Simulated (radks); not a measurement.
# Ti⁺ in [Ar] 3d1 4s1 4p1: an all-electron calculation

The task here is to estimate one member of a computed series from the others.

The numbers are computed with radks (a radial shooting solver on a logarithmic mesh, Libxc functionals) version 1 (non-relativistic Kohn-Sham, LDA (Slater exchange, Perdew-Wang correlation), spin-polarised, spherical densities, point nucleus; open shells are filled with parallel spins first), except any that are marked as measured or tabulated.

## What is computed

* element: titanium (Z = 22)
* charge: +1
* electrons: 21
* configuration: [Ar] 3d1 4s1 4p1

The outer shells:

Ti⁺
```
[Ar] core
3d [↑ ][  ][  ][  ][  ]
4s [↑ ]
4p [↑ ][  ][  ]
```

Set-up of the first run:

The run's settings:

```text
Z 22
configuration [Ar] 3d1 4s1 4p1
relativity non-relativistic
functional lda,pw
spin polarised
nucleus point
```

Run with:

```sh
$ python run_ks.py task.json out
```

The same process makes all the runs of this session.

One of the session's tables, all rows but one given; the rest of the session is left out.

It belongs to the step «Radial structure». From the orbitals of this run (lengths in bohr):

```
  level      <r>  outermost maximum (interpolated)  90 % within  nodes
  1s up  0.07031                            0.0462        0.125      0
1s down  0.07031                            0.0462        0.125      0
  2s up   0.3287                             0.272        0.510      1
2s down   0.3285                             0.272        0.510      1
  2p up   0.2915                             0.221        0.479      0
2p down   0.2913                             0.220        0.479      0
  3s up    1.005                             0.872         1.50      2
3s down    1.004                             0.872         1.50      2
  3p up    1.068                             0.895         1.64      1
3p down    1.066                             0.896         1.64      1
  3d up    1.341                             0.927         2.27      0
3d down        ?                                 ?            ?      ?
  4s up    2.942                              2.59         4.31      3
4s down    3.011                              2.59         4.46      3
  4p up    3.477                              3.04         5.13      2
4p down    3.704                              3.13         5.56      2
```

**Question.** Estimate the row for 3d down.

**Answer.** <r>: 1.320; outermost maximum (interpolated): 0.926; 90 % within: 2.22; nodes: 0. In the column «<r>» it lies between 3p up (1.068) and 3d up (1.341).
